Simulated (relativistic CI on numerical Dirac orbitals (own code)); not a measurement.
# Ag³⁺: one ion under different settings

How much do the settings matter for Ag³⁺? One ion, several inputs.

Program: relativistic CI on numerical Dirac orbitals (own code) version 3. Level of theory: Dirac-Coulomb-Breit CI, KLI orbitals optimised for each configuration, model QED (radiative potential, 1s self-energy scaled to tabulated hydrogen-like ionisation energies), numerical settings as typed. These are calculated values, not measurements, unless marked.

### 1 The system

```
ion            : Ag³⁺ (Ag IV)
nuclear charge : 47
electrons      : 44
isotope        : A = 107
```

### 2 The usual input

Input settings:

```ini
atom Ag  Z=47  charge=3  electrons=44
nucleus A=107  rms_radius_fm=4.5454
hamiltonian dirac-coulomb  breit=on  qed=on  c_scale=1
orbitals kli  potential=per-configuration
slater_scale 1
correlation none
mixing on
grid step=0.0125 r_max=37.3
scf mixing=0.4 start=green max_iterations=150 tolerance=2e-08 node_fill=0.05
configurations
  [Kr] 4d8
end
```

Started as:

```bash
$ python run_levels.py task.json out
```

task.json lists these runs, among others, and the program works through them in turn.

From the run's result record (rounded, not every field):

```text
{
  "status": "converged",
  "levels [i, E_cm, J2, conf, term, w_term, w_jj]": [
    [0, 0, 8, "4d8", "3F", 0.9935, 0.8602],
    [1, 3985.4554, 6, "4d8", "3F", 1, 1],
    [2, 5971.9544, 4, "4d8", "3F", 0.9139, 0.4194],
    [3, 14893.142, 4, "4d8", "3P", 0.4728, 0.7469],
    [4, 19635.724, 2, "4d8", "3P", 1, 1],
    [5, 19952.98, 0, "4d8", "3P", 0.9816, 0.5354],
    [6, 20288.861, 4, "4d8", "3P", 0.5226, 0.5896],
    [7, 24032.008, 8, "4d8", "1G", 0.9935, 0.8602],
    [8, 55945.158, 0, "4d8", "1S", 0.9816, 0.5354]
  ],
  "total_energy [Ha]": -5306.4963645,
  "n_levels_all": 9,
  "overlap": 3.28357e-12,
  "scf_iterations": [11],
  "orbital_energies [Ha]": {"1s": -931.103, "2s": -138.542, "2p1/2": -128.817, "2p3/2": -122.392, "3s": -26.9112, "3p1/2": -23.0498, "3p3/2": -21.912, "3d3/2": -15.0933, "3d5/2": -14.8647, "4s": -5.1749, "4p1/2": -3.95589, "4p3/2": -3.76825, "4d3/2": -1.89677, "4d5/2": -1.87271},
  "configurations [conf, odd, states, E_av_Ha, breit_Ha, qed_Ha]": [
    ["4d8", 0, 45, -5312.390236, 3.57, 2.383]
  ],
  "scf_steps of the first configuration [iteration, E_Ha, residual, outer_eigenvalue_Ha]": [
    [1, -5291.345724, 2.45, -3.909],
    [2, -5310.119892, 0.809, -2.362],
    [3, -5312.313477, 0.124, -1.835],
    [4, -5312.369702, 0.0906, -1.955],
    [5, -5312.389652, 0.0231, -1.903],
    [6, -5312.390109, 0.00114, -1.871],
    [7, -5312.390213, 0.000135, -1.873],
    [8, -5312.390237, 2.16e-05, -1.873],
    [9, -5312.390236, 6.2e-06, -1.873],
    [10, -5312.390236, 5.85e-07, -1.873],
    [11, -5312.390236, 1.83e-09, -1.873]
  ]
}
```

Wall time 0.061 s (1 thread, shared host).

### 3 QED terms off

Settings: those of step 2 with these lines changed.

```diff
@@ -2,3 +2,3 @@
 nucleus A=107  rms_radius_fm=4.5454
-hamiltonian dirac-coulomb  breit=on  qed=on  c_scale=1
+hamiltonian dirac-coulomb  breit=on  qed=off  c_scale=1
 orbitals kli  potential=per-configuration
```

Main fields:

```text
{
  "status": "converged",
  "levels [i, E_cm, J2, conf, term, w_term]": [
    [0, 0, 8, "4d8", "3F", 0.9936],
    [1, 3972.2651, 6, "4d8", "3F", 1],
    [2, 5956.15, 4, "4d8", "3F", 0.9146],
    [3, 14888.753, 4, "4d8", "3P", 0.472],
    [4, 19622.533, 2, "4d8", "3P", 1],
    [5, 19940.87, 0, "4d8", "3P", 0.9817],
    [6, 20269.483, 4, "4d8", "3P", 0.5234],
    [7, 24020.962, 8, "4d8", "1G", 0.9936],
    "... 1 more rows left out ..."
  ],
  "total_energy [Ha]": -5308.8796445,
  "n_levels_all": 9,
  "overlap": 3.28357e-12,
  "scf_iterations": [11],
  "orbital_energies [Ha]": {"1s": -931.103, "2s": -138.542, "2p1/2": -128.817, "2p3/2": -122.392, "3s": -26.9112, "3p1/2": -23.0498, "3p3/2": -21.912, "3d3/2": -15.0933, "3d5/2": -14.8647, "4s": -5.1749, "4p1/2": -3.95589, "4p3/2": -3.76825, "4d3/2": -1.89677, "4d5/2": -1.87271},
  "configurations [conf, odd, states, E_av_Ha, breit_Ha, qed_Ha]": [
    ["4d8", 0, 45, -5312.390236, 3.57, 0]
  ],
  "scf_steps of the first configuration [iteration, E_Ha, residual, outer_eigenvalue_Ha]": [
    [1, -5291.345724, 2.45, -3.909],
    [2, -5310.119892, 0.809, -2.362],
    [3, -5312.313477, 0.124, -1.835],
    [4, -5312.369702, 0.0906, -1.955],
    [5, -5312.389652, 0.0231, -1.903],
    [6, -5312.390109, 0.00114, -1.871],
    [7, -5312.390213, 0.000135, -1.873],
    [8, -5312.390237, 2.16e-05, -1.873],
    [9, -5312.390236, 6.2e-06, -1.873],
    [10, -5312.390236, 5.85e-07, -1.873],
    [11, -5312.390236, 1.83e-09, -1.873]
  ]
}
```

Wall time 0.044 s (1 thread, shared host).

### 4 End of the grid 111.9

Input settings:

```ini
atom Ag  Z=47  charge=3  electrons=44
nucleus A=107  rms_radius_fm=4.5454
hamiltonian dirac-coulomb  breit=on  qed=on  c_scale=1
orbitals kli  potential=per-configuration
slater_scale 1
correlation none
mixing on
grid step=0.0125 r_max=111.9
scf mixing=0.4 start=green max_iterations=150 tolerance=2e-08 node_fill=0.05
configurations
  [Kr] 4d8
end
```

Main fields:

```text
{
  "status": "converged",
  "levels [i, E_cm, J2, conf, term, w_term]": [
    [0, 0, 8, "4d8", "3F", 0.9935],
    [1, 3985.4554, 6, "4d8", "3F", 1],
    [2, 5971.9544, 4, "4d8", "3F", 0.9139],
    [3, 14893.142, 4, "4d8", "3P", 0.4728],
    [4, 19635.724, 2, "4d8", "3P", 1],
    [5, 19952.98, 0, "4d8", "3P", 0.9816],
    [6, 20288.861, 4, "4d8", "3P", 0.5226],
    [7, 24032.008, 8, "4d8", "1G", 0.9935],
    "... 1 more rows left out ..."
  ],
  "total_energy [Ha]": -5306.4963645,
  "n_levels_all": 9,
  "overlap": 3.28327e-12,
  "scf_iterations": [11],
  "orbital_energies [Ha]": {"1s": -931.103, "2s": -138.542, "2p1/2": -128.817, "2p3/2": -122.392, "3s": -26.9112, "3p1/2": -23.0498, "3p3/2": -21.912, "3d3/2": -15.0933, "3d5/2": -14.8647, "4s": -5.1749, "4p1/2": -3.95589, "4p3/2": -3.76825, "4d3/2": -1.89677, "4d5/2": -1.87271},
  "configurations [conf, odd, states, E_av_Ha, breit_Ha, qed_Ha]": [
    ["4d8", 0, 45, -5312.390236, 3.57, 2.383]
  ],
  "scf_steps of the first configuration [iteration, E_Ha, residual, outer_eigenvalue_Ha]": [
    [1, -5291.345724, 2.45, -3.909],
    [2, -5310.119892, 0.809, -2.362],
    [3, -5312.313477, 0.124, -1.835],
    [4, -5312.369702, 0.0906, -1.955],
    [5, -5312.389652, 0.0231, -1.903],
    [6, -5312.390109, 0.00114, -1.871],
    [7, -5312.390213, 0.000135, -1.873],
    [8, -5312.390237, 2.16e-05, -1.873],
    [9, -5312.390236, 6.2e-06, -1.873],
    [10, -5312.390236, 5.85e-07, -1.873],
    [11, -5312.390236, 1.83e-09, -1.873]
  ]
}
```

It took 0.063 s on 1 thread, shared host.

### 5 Tolerance 1e-06, potential mixing 0.1, nuclear radius 5.909

Input settings:

```ini
atom Ag  Z=47  charge=3  electrons=44
nucleus A=107  rms_radius_fm=5.9090
hamiltonian dirac-coulomb  breit=on  qed=on  c_scale=1
orbitals kli  potential=per-configuration
slater_scale 1
correlation none
mixing on
grid step=0.0125 r_max=37.3
scf mixing=0.1 start=green max_iterations=150 tolerance=1e-06 node_fill=0.05
configurations
  [Kr] 4d8
end
```

Main fields:

```text
{
  "status": "converged",
  "levels [i, E_cm, J2, conf, term, w_term]": [
    [0, 0, 8, "4d8", "3F", 0.9935],
    [1, 3985.482, 6, "4d8", "3F", 1],
    [2, 5971.9883, 4, "4d8", "3F", 0.9139],
    [3, 14893.174, 4, "4d8", "3P", 0.4728],
    [4, 19635.777, 2, "4d8", "3P", 1],
    [5, 19953.032, 0, "4d8", "3P", 0.9816],
    [6, 20288.925, 4, "4d8", "3P", 0.5226],
    [7, 24032.065, 8, "4d8", "1G", 0.9935],
    "... 1 more rows left out ..."
  ],
  "total_energy [Ha]": -5306.427883,
  "n_levels_all": 9,
  "overlap": 3.28418e-12,
  "scf_iterations": [13],
  "orbital_energies [Ha]": {"1s": -931.073, "2s": -138.538, "2p1/2": -128.817, "2p3/2": -122.393, "3s": -26.9106, "3p1/2": -23.0498, "3p3/2": -21.9121, "3d3/2": -15.0934, "3d5/2": -14.8647, "4s": -5.17479, "4p1/2": -3.9559, "4p3/2": -3.76825, "4d3/2": -1.89677, "4d5/2": -1.87271},
  "configurations [conf, odd, states, E_av_Ha, breit_Ha, qed_Ha]": [
    ["4d8", 0, 45, -5312.320776, 3.57, 2.383]
  ],
  "scf_steps of the first configuration [iteration, E_Ha, residual, outer_eigenvalue_Ha]": [
    [1, -5291.276639, 2.45, -3.909],
    [2, -5297.482507, 2.07, -3.478],
    [3, -5311.999764, 0.269, -1.761],
    [4, -5312.086607, 0.2, -1.795],
    [5, -5312.272944, 0.126, -1.986],
    [6, -5312.314042, 0.0475, -1.933],
    [7, -5312.32069, 0.000734, -1.873],
    [8, -5312.320624, 0.00108, -1.872],
    [9, -5312.320785, 0.000129, -1.873],
    [10, -5312.320781, 8.16e-05, -1.873],
    [11, -5312.320776, 1.38e-06, -1.873],
    [12, -5312.320776, 2.74e-06, -1.873],
    [13, -5312.320776, 5.15e-08, -1.873]
  ]
}
```

Run time: 0.067 s. Hardware: 1 thread, shared host.

The changed nuclear radius is not that of the isotope named.

### 6 Nuclear radius 4.0909, tolerance 1e-05

Input settings:

```ini
atom Ag  Z=47  charge=3  electrons=44
nucleus A=107  rms_radius_fm=4.0909
hamiltonian dirac-coulomb  breit=on  qed=on  c_scale=1
orbitals kli  potential=per-configuration
slater_scale 1
correlation none
mixing on
grid step=0.0125 r_max=37.3
scf mixing=0.4 start=green max_iterations=150 tolerance=1e-05 node_fill=0.05
configurations
  [Kr] 4d8
end
```

Main fields:

```text
{
  "status": "converged",
  "levels [i, E_cm, J2, conf, term, w_term]": [
    [0, 0, 8, "4d8", "3F", 0.9935],
    [1, 3985.4309, 6, "4d8", "3F", 1],
    [2, 5971.9271, 4, "4d8", "3F", 0.9139],
    [3, 14893.155, 4, "4d8", "3P", 0.4728],
    [4, 19635.722, 2, "4d8", "3P", 1],
    [5, 19952.982, 0, "4d8", "3P", 0.9816],
    [6, 20288.847, 4, "4d8", "3P", 0.5226],
    [7, 24032.02, 8, "4d8", "1G", 0.9935],
    "... 1 more rows left out ..."
  ],
  "total_energy [Ha]": -5306.5156814,
  "n_levels_all": 9,
  "overlap": 3.28386e-12,
  "scf_iterations": [9],
  "orbital_energies [Ha]": {"1s": -931.111, "2s": -138.543, "2p1/2": -128.817, "2p3/2": -122.392, "3s": -26.9114, "3p1/2": -23.0498, "3p3/2": -21.912, "3d3/2": -15.0933, "3d5/2": -14.8647, "4s": -5.17495, "4p1/2": -3.9559, "4p3/2": -3.76825, "4d3/2": -1.89677, "4d5/2": -1.87272},
  "configurations [conf, odd, states, E_av_Ha, breit_Ha, qed_Ha]": [
    ["4d8", 0, 45, -5312.409799, 3.57, 2.384]
  ],
  "scf_steps of the first configuration [iteration, E_Ha, residual, outer_eigenvalue_Ha]": [
    [1, -5291.365183, 2.45, -3.909],
    [2, -5310.139441, 0.809, -2.362],
    [3, -5312.333039, 0.124, -1.835],
    [4, -5312.389265, 0.0906, -1.955],
    [5, -5312.409216, 0.0231, -1.903],
    [6, -5312.409673, 0.00114, -1.871],
    [7, -5312.409776, 0.000135, -1.873],
    [8, -5312.4098, 2.16e-05, -1.873],
    [9, -5312.409799, 6.2e-06, -1.873]
  ]
}
```

It took 0.058 s on 1 thread, shared host.

The changed nuclear radius is not that of the isotope named.

### 7 Slater scale 0

Input settings:

```ini
atom Ag  Z=47  charge=3  electrons=44
nucleus A=107  rms_radius_fm=4.5454
hamiltonian dirac-coulomb  breit=on  qed=on  c_scale=1
orbitals kli  potential=per-configuration
slater_scale 0
correlation none
mixing on
grid step=0.0125 r_max=37.3
scf mixing=0.4 start=green max_iterations=86 tolerance=2e-08 node_fill=0.05
configurations
  [Kr] 4d8
end
```

Main fields:

```text
{
  "status": "converged",
  "levels [i, E_cm, J2, conf, term, w_term]": [
    [0, 0, 8, "4d8", "3F", 0.8005],
    [1, 19.500238, 4, "4d8", "1D", 0.4795],
    [2, 44.647285, 0, "4d8", "1S", 0.599],
    [3, 4640.3551, 8, "4d8", "1G", 0.8005],
    [4, 4659.0205, 6, "4d8", "3F", 1],
    [5, 4663.6801, 4, "4d8", "3P", 0.5036],
    [6, 4683.7884, 2, "4d8", "3P", 1],
    [7, 9327.3895, 4, "4d8", "3F", 0.672],
    "... 1 more rows left out ..."
  ],
  "total_energy [Ha]": -5306.454154,
  "n_levels_all": 9,
  "overlap": 3.28357e-12,
  "scf_iterations": [11],
  "orbital_energies [Ha]": {"1s": -931.103, "2s": -138.542, "2p1/2": -128.817, "2p3/2": -122.392, "3s": -26.9112, "3p1/2": -23.0498, "3p3/2": -21.912, "3d3/2": -15.0933, "3d5/2": -14.8647, "4s": -5.1749, "4p1/2": -3.95589, "4p3/2": -3.76825, "4d3/2": -1.89677, "4d5/2": -1.87271},
  "configurations [conf, odd, states, E_av_Ha, breit_Ha, qed_Ha]": [
    ["4d8", 0, 45, -5312.390236, 3.57, 2.383]
  ],
  "scf_steps of the first configuration [iteration, E_Ha, residual, outer_eigenvalue_Ha]": [
    [1, -5291.345724, 2.45, -3.909],
    [2, -5310.119892, 0.809, -2.362],
    [3, -5312.313477, 0.124, -1.835],
    [4, -5312.369702, 0.0906, -1.955],
    [5, -5312.389652, 0.0231, -1.903],
    [6, -5312.390109, 0.00114, -1.871],
    [7, -5312.390213, 0.000135, -1.873],
    [8, -5312.390237, 2.16e-05, -1.873],
    [9, -5312.390236, 6.2e-06, -1.873],
    [10, -5312.390236, 5.85e-07, -1.873],
    [11, -5312.390236, 1.83e-09, -1.873]
  ]
}
```

Wall time 0.062 s (1 thread, shared host).

This setting is unsound; the numbers are not properties of the ion.

### 8 Nuclear radius 45.454

Input settings:

```ini
atom Ag  Z=47  charge=3  electrons=44
nucleus A=107  rms_radius_fm=45.4540
hamiltonian dirac-coulomb  breit=on  qed=on  c_scale=1
orbitals kli  potential=per-configuration
slater_scale 1
correlation none
mixing on
grid step=0.0125 r_max=37.3
scf mixing=0.4 start=green max_iterations=97 tolerance=2e-08 node_fill=0.05
configurations
  [Kr] 4d8
end
```

Main fields:

```text
{
  "status": "converged",
  "levels [i, E_cm, J2, conf, term, w_term]": [
    [0, 0, 8, "4d8", "3F", 0.9935],
    [1, 3988.3655, 6, "4d8", "3F", 1],
    [2, 5975.6592, 4, "4d8", "3F", 0.9138],
    [3, 14896.577, 4, "4d8", "3P", 0.4729],
    [4, 19641.459, 2, "4d8", "3P", 1],
    [5, 19958.595, 0, "4d8", "3P", 0.9816],
    [6, 20295.763, 4, "4d8", "3P", 0.5224],
    [7, 24038.216, 8, "4d8", "1G", 0.9935],
    "... 1 more rows left out ..."
  ],
  "total_energy [Ha]": -5298.9597319,
  "n_levels_all": 9,
  "overlap": 3.41822e-12,
  "scf_iterations": [11],
  "orbital_energies [Ha]": {"1s": -927.873, "2s": -138.181, "2p1/2": -128.833, "2p3/2": -122.415, "3s": -26.8443, "3p1/2": -23.0538, "3p3/2": -21.9173, "3d3/2": -15.0978, "3d5/2": -14.869, "4s": -5.16233, "4p1/2": -3.95653, "4p3/2": -3.76909, "4d3/2": -1.89721, "4d5/2": -1.87314},
  "configurations [conf, odd, states, E_av_Ha, breit_Ha, qed_Ha]": [
    ["4d8", 0, 45, -5304.732894, 3.551, 2.281]
  ],
  "scf_steps of the first configuration [iteration, E_Ha, residual, outer_eigenvalue_Ha]": [
    [1, -5283.729971, 2.45, -3.909],
    [2, -5302.46831, 0.808, -2.362],
    [3, -5304.656497, 0.124, -1.836],
    [4, -5304.712493, 0.0904, -1.955],
    [5, -5304.732314, 0.0231, -1.903],
    [6, -5304.732768, 0.00114, -1.872],
    [7, -5304.73287, 0.000139, -1.873],
    [8, -5304.732895, 2.16e-05, -1.873],
    [9, -5304.732894, 6.19e-06, -1.873],
    [10, -5304.732894, 5.85e-07, -1.873],
    [11, -5304.732894, 1.77e-09, -1.873]
  ]
}
```

Wall time 0.062 s (1 thread, shared host).

This setting is unsound; the numbers are not properties of the ion.

### 9 The runs side by side

| setting | total energy less usual (Ha) | largest shift of a level among the lowest eight of both runs, same label and place (cm⁻¹) | SCF iterations | time | lowest level | kind of change |
| --- | --- | --- | --- | --- | --- | --- |
| usual | 0 | 0 | 11 | 0.061 s | 4d8 3F4 | - |
| QED terms off | -2.38 | 19.4 | 11 | 0.044 s | 4d8 3F4 | model term |
| end of the grid 111.9 | 0 | 0 | 11 | 0.063 s | 4d8 3F4 | numerical |
| tolerance 1e-06, potential mixing 0.1, nuclear radius 5.909 | 0.0685 | 0.0637 | 13 | 0.067 s | 4d8 3F4 | unphysical constant |
| nuclear radius 4.0909, tolerance 1e-05 | -0.0193 | 0.0273 | 9 | 0.058 s | 4d8 3F4 | unphysical constant |
| Slater scale 0 | 0.0422 | 19400 | 11 | 0.062 s | 4d8 3F4 | unsound |
| nuclear radius 45.454 | 7.54 | 6.90 | 11 | 0.062 s | 4d8 3F4 | unsound |

### 10 Summary of results

```
                    quantity          value
lowest level, usual settings        4d8 3F4
                total energy  -5306.4964 Ha
            first excitation    3985.5 cm⁻¹
```

What this shows: Among the runs whose levels can be followed, they move most under «Slater scale 0» (unsound), by up to 19400 cm⁻¹. No visible change in the result comes from «end of the grid 111.9». Only the listed configurations are in the model. Near neutrality, missing correlation can shift configurations against each other by thousands of cm⁻¹.
